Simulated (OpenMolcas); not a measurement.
**One shape, several levels: triplet I2**

Wanted: a comparison of 3 runs (UBHLYP/def2-TZVPP, UM06-L/def2-TZVPP, UPBE0/def2-TZVPP) of triplet I2. 

The results are computed with OpenMolcas 26.06.

### Step 1. Starting point

I2 has 2 atoms, charge 0, and is taken as a triplet. As SMILES of the parent species, `II`. The shape is that of a PBE0-D4/def2-TZVP optimisation. That shape belongs to the parent species and isn't relaxed for this state.

Bond lengths: I1–I2 2.656 Å.

### Step 2. A single-point energy at UBHLYP/def2-TZVPP (core potential) (run 1)

Contents of run.input:

```
&GATEWAY
 BASLIB
 $CurrDir
 BASISSET
 I.def2-TZVPP....
 I1 0.000000 0.000000 0.004660 angstrom
 I2 0.000000 0.000000 2.660350 angstrom
 End of Basis

&SEWARD
 GRIDINPUT
 Grid=UltraFine
 End of Grid

&SCF
 UHF
 SPIN
 3
 KSDFT
 HYB_GGA_XC_BHANDHLYP
 THRESHOLDS
 1e-10 1e-07 1e-07 1e-05
 PRORBITALS
 1
```

The basis set def2-TZVPP is read from a file made from the Basis Set Exchange's data (not shown).

The run is started by

```
export MOLCAS_MEM=1860
pymolcas run.input > run.log
```

Standard output:

```text
--- Start Module: gateway ---
[...]
--- Stop Module: gateway /rc=_RC_ALL_IS_WELL_ ---
--- Start Module: seward ---
[...]
      Basis functions          100
--- Stop Module: seward /rc=_RC_ALL_IS_WELL_ ---
[...]
--- Start Module: scf ---
[...]
       Convergence after  22 Iterations
[...]
::    Total KS-DFT energy                            -595.2665021799
[...]
      Total spin, S                                     1.0036547276
[...]
      Total electronic charge=   50.000000
      Total            charge=   -0.000000
[...]
      Dipole Moment (debye):
      Origin of the operator (angstrom)=    0.0000    0.0000    1.3325
                   X=  9.9053E-16               Y= -3.0991E-15               Z=  2.4996E-10           Total=  2.4996E-10
      Quadrupole Moment (debye*angstrom):
[...]
--- Stop Module: scf /rc=_RC_ALL_IS_WELL_ ---
[...]
```

Wall time 29 s (1 thread of Arm Neoverse V1, shared host); peak memory 0.56 GiB.

### Step 3. A single-point energy at UM06-L/def2-TZVPP (core potential) (run 2)

Contents of job.input:

```
>>> EXPORT MOLCAS_PRINT=2
&GATEWAY
BASLIB=$CurrDir
COORD
2
angstrom
I        0.000000       0.000000       0.004660
I        0.000000       0.000000       2.660350
BASIS=def2-TZVPP
GROUP=NoSym
&SEWARD
GRIDINPUT
Grid=UltraFine
End of Grid
&SCF
UHF
SPIN=3
KSDFT=M06L
THRESHOLDS=1e-10 1e-07 1e-07 1e-05
PRORBITALS=1 2
```

The basis set def2-TZVPP is read from a file made from the Basis Set Exchange's data (not shown).

The run is started by

```
export MOLCAS_MEM=1860
pymolcas job.input > job.log
```

Standard output:

```text
--- Start Module: gateway ---
[...]
--- Stop Module: gateway /rc=_RC_ALL_IS_WELL_ ---
--- Start Module: seward ---
[...]
      Basis functions          100
--- Stop Module: seward /rc=_RC_ALL_IS_WELL_ ---
[...]
--- Start Module: scf ---
[...]
       Convergence after 178 Iterations
[...]
::    Total KS-DFT energy                            -595.7064113279
[...]
      Total spin, S                                     1.0019614038
[...]
      Total electronic charge=   50.000000
      Total            charge=   -0.000000
[...]
      Dipole Moment (debye):
      Origin of the operator (angstrom)=    0.0000    0.0000    1.3325
                   X= -4.3797E-08               Y= -5.4659E-09               Z=  1.1076E-07           Total=  1.1923E-07
      Quadrupole Moment (debye*angstrom):
[...]
--- Stop Module: scf /rc=_RC_ALL_IS_WELL_ ---
[...]
```

Run time: 4.9 min. Hardware: 1 thread of Arm Neoverse V1, shared host; peak memory 0.56 GiB.

### Step 4. A single-point energy at UPBE0/def2-TZVPP (core potential) (run 3)

Contents of job.inp:

```
>>> EXPORT MOLCAS_PRINT=2
&gateway
baslib=$CurrDir
coord
2
angstrom
I        0.000000       0.000000       0.004660
I        0.000000       0.000000       2.660350
basis=def2-TZVPP
group=NoSym
&seward
gridinput
Grid=UltraFine
End of Grid
&scf
uhf
spin=3
ksdft=PBE0
thresholds=1e-10 1e-07 1e-07 1e-05
prorbitals=0
```

The basis set def2-TZVPP is read from a file made from the Basis Set Exchange's data (not shown).

The run is started by

```
export MOLCAS_MEM=1860
pymolcas job.inp > job.log
```

Standard output:

```text
--- Start Module: gateway ---
[...]
--- Stop Module: gateway /rc=_RC_ALL_IS_WELL_ ---
--- Start Module: seward ---
[...]
      Basis functions          100
--- Stop Module: seward /rc=_RC_ALL_IS_WELL_ ---
[...]
--- Start Module: scf ---
[...]
       Convergence after  24 Iterations
[...]
::    Total KS-DFT energy                            -595.3950713253
[...]
      Total spin, S                                     1.0021880281
[...]
      Total electronic charge=   50.000000
      Total            charge=   -0.000000
[...]
      Dipole Moment (debye):
      Origin of the operator (angstrom)=    0.0000    0.0000    1.3325
                   X=  2.7879E-15               Y=  5.4203E-17               Z=  9.9736E-08           Total=  9.9736E-08
      Quadrupole Moment (debye*angstrom):
[...]
--- Stop Module: scf /rc=_RC_ALL_IS_WELL_ ---
[...]
```

It took 29 s on 1 thread of Arm Neoverse V1, shared host; peak memory 0.56 GiB.

### Step 5. All runs side by side

```
run                               level  energy (Eh)  dipole moment (D)  HOMO energy (eV)  LUMO energy (eV)  wall time
  1  UBHLYP/def2-TZVPP (core potential)  -595.266502               0.00             -6.42             -4.63       29 s
  2  UM06-L/def2-TZVPP (core potential)  -595.706411               0.00             -4.41                 –    4.9 min
  3   UPBE0/def2-TZVPP (core potential)  -595.395071               0.00             -5.58             -5.39       29 s
```

### Step 6. Summary of results

```
                                 quantity          value
                      run 3: total energy  -595.39507 Eh
                     run 3: dipole moment         0.00 D
run 3: HOMO energy (highest over α and β)       -5.58 eV
 run 3: LUMO energy (lowest over α and β)       -5.39 eV
                              run 3: ⟨S²⟩          2.007
```

What this shows: Totals of different functionals can't be ranked against each other. All runs together took 5.8 min, the longest 4.9 min.
